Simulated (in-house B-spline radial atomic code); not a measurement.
# Hg⁶²⁺: starting-point dependence of G0W0 and RPA

Question: which mean-field start gives which removal energy for Hg⁶²⁺, before and after G0W0?

Method: RPA, second order, AC-SOSEX and G0W0 (contour deformation) on a non-relativistic mean field, all electrons; no spin-orbit coupling, Breit or QED terms. Code: an in-house B-spline radial atomic code, version 1.

**1. The system**

- element: mercury (Z = 80)
- charge: +62
- electrons: 18
- configuration: [Ne] 3s2 3p6
- Hamiltonian: non-relativistic, point nucleus
- starts: Hartree-Fock, PBE, LDA (VWN5), r2SCAN, r2SCAN0

The outer shells:

Hg62+
```
[Ne] core
3s [↑↓]
3p [↑↓][↑↓][↑↓]
```

**2. The run with the Hartree-Fock start**

Input settings:

```ini
Z = 80
electrons = 18.0
configuration = [Ne] 3s2 3p6
hamiltonian = nr
method = hf
lmax = 9
spin_polarised = False
box_radius = 1.79
intervals = 47
```

On the command line:

```bash
> python run_gw.py task.json out
```

One command runs all members of the session, one after another, from task.json.

After this run come: The run with the PBE start; The run with the LDA (VWN5) start; The run with the r2SCAN start; The run with the r2SCAN0 start.

Before running it: what results should come out? Wanted: highest level, mean field; highest level, G0W0; RPA correlation energy; RPA+SOSEX.

**Answer**, as computed:

| quantity | value |
| --- | --- |
| highest level, mean field (range over the runs) | -6811.90 to -6746.64 eV |
| highest level, G0W0 (range over the runs) | -6813.49 to -6812.79 eV |
| RPA correlation energy | -1.940 to -1.691 hartree |
| RPA+SOSEX | -1.2908 to -1.1283 hartree |
| tabulated theoretical ionisation energy (3p shell) | 6933.0 ± 15 eV (NIST Atomic Spectra Database, ionization energies) |
| G0W0 removal energy less that value | -120 eV |

In words: Across the starts the mean-field level varies by 65.3 eV and the G0W0 level by 0.70 eV (1.1 % as much). Semilocal starts leave the level too high; G0W0 lowers it by 58 to 66 eV. The RPA energy is largest in size on LDA (VWN5) and smallest on Hartree-Fock, 13 % apart; over the runs it loosely follows the gap of the start, as smaller excitation energies give more correlation. All runs miss the tabulated theoretical ionisation energy, 6933.0 ± 15 eV, by about -120 eV (-1.7 %), far more than they differ among themselves. Relativity is left out, and for this shell its effect can be as large as the miss, so the comparison tests the Hamiltonian as much as the method. Read as a removal energy, the bare PBE level is off by -184 eV (-2.7 %) and the nearest bare level, Hartree-Fock's, by -121 eV. For so heavy an element the non-relativistic levels are a model, not the real atom's.
